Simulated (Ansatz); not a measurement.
I need a ladder of methods at one geometry of CH₇BClNSi, SMILES N[SiH2]CBCl. Use Ansatz 0.2.0 through its Python package. Level of theory (for the species named): HSE06, def2-SVP basis, multiplicity 1. The script varies functional: hse06, b3lyp, pbe0, lda.

```csv
atom,x (Å),y (Å),z (Å)
N,0.3322,1.5863,1.1035
Si,-0.8889,0.3938,0.5317
C,-0.0157,-1.1693,0.0455
B,1.0279,-0.8932,-1.1989
Cl,0.6865,-1.8298,-2.7889
H,0.8414,1.9366,0.2564
H,-0.2489,2.4663,1.3852
H,-1.5930,0.9270,-0.6327
H,-1.8232,0.1133,1.6628
H,0.6364,-1.5125,0.9384
H,-0.7382,-1.9540,-0.1683
H,1.8605,-0.1197,-1.1007
```

The script, `methods_ch7bclnsi.py`:
```python
from pathlib import Path
import warnings

import ansatz as az
import numpy as np


def main() -> None:
    warnings.simplefilter("ignore", az.DeckWarning)

    geometry_ang = [
        ("N", [0.3322, 1.5863, 1.1035]),
        ("Si", [-0.8889, 0.3938, 0.5317]),
        ("C", [-0.0157, -1.1693, 0.0455]),
        ("B", [1.0279, -0.8932, -1.1989]),
        ("Cl", [0.6865, -1.8298, -2.7889]),
        ("H", [0.8414, 1.9366, 0.2564]),
        ("H", [-0.2489, 2.4663, 1.3852]),
        ("H", [-1.593, 0.927, -0.6327]),
        ("H", [-1.8232, 0.1133, 1.6628]),
        ("H", [0.6364, -1.5125, 0.9384]),
        ("H", [-0.7382, -1.954, -0.1683]),
        ("H", [1.8605, -0.1197, -1.1007]),
    ]
    system = az.Crystal.molecule()
    for symbol, xyz in geometry_ang:
        system = system.atom(symbol, xyz)

    calculation = system.calculation().basis(gaussian="def2-SVP")

    print("functional    E (Ha)        dipole (D)   HOMO (eV)  LUMO (eV)")
    for name in ["hse06", "b3lyp", "pbe0", "lda"]:
        rep = calculation.functional(name).forces().orbitals().run(threads=1, pin="off", runs_dir="runs").report
        lines = Path(rep["orbitals_path"]).read_text().splitlines()
        field_of = lambda key: [line.split("=")[1].strip() for line in lines if line.startswith(key)]
        orbitals = [(27.211386 * float(e), s, float(n)) for e, s, n in zip(field_of("Ene="), field_of("Spin="), field_of("Occup="))]
        homo = max(e for e, _, n in orbitals if n > 0.5)
        lumo = min(e for e, _, n in orbitals if n < 0.5)
        dipole = 4.803205 * np.linalg.norm(rep["charge_distribution"]["dipole_moment_e_ang"])
        print(f"{name:10s} {rep['free_energy_ev'] / 27.211386246:14.6f} {dipole:9.3f} {homo:11.3f} {lumo:10.3f}")


if __name__ == "__main__":
    main()
```

```console
$ python methods_ch7bclnsi.py
functional    E (Ha)        dipole (D)   HOMO (eV)  LUMO (eV)
hse06         -870.885805     1.302      -7.187     -1.998
b3lyp         -871.371874     1.212      -7.285     -1.750
pbe0          -870.907487     1.303      -7.594     -1.615
lda           -867.530633     1.209      -6.115     -2.758
```

Notes:
- Total energies depend on the basis set; only differences at equal settings carry meaning.
- The geometry is a force-field or estimated start, not a minimum of this method, and the basis set is short of its limit. A lower total doesn't mark the better method: functionals have no common bound, and MP2 and coupled cluster aren't variational.
- b3lyp holds the VWN-RPA fit, as in Gaussian; the form of ORCA and Turbomole is b3lyp5.
- Levels such as HOMO and LUMO are orbital energies: with these approximate functionals they aren't the ionisation energy and electron affinity, and their gap isn't the fundamental gap.
- hse06 follows the composition of plane-wave codes, whose totals differ by tens of mHa, up to about 0.1 Ha, from the form usual in Gaussian-basis programs (wpbeh).
- Run time: 21 s on 1 thread of Arm Neoverse V1, on a shared host, peak memory 0.32 GiB.
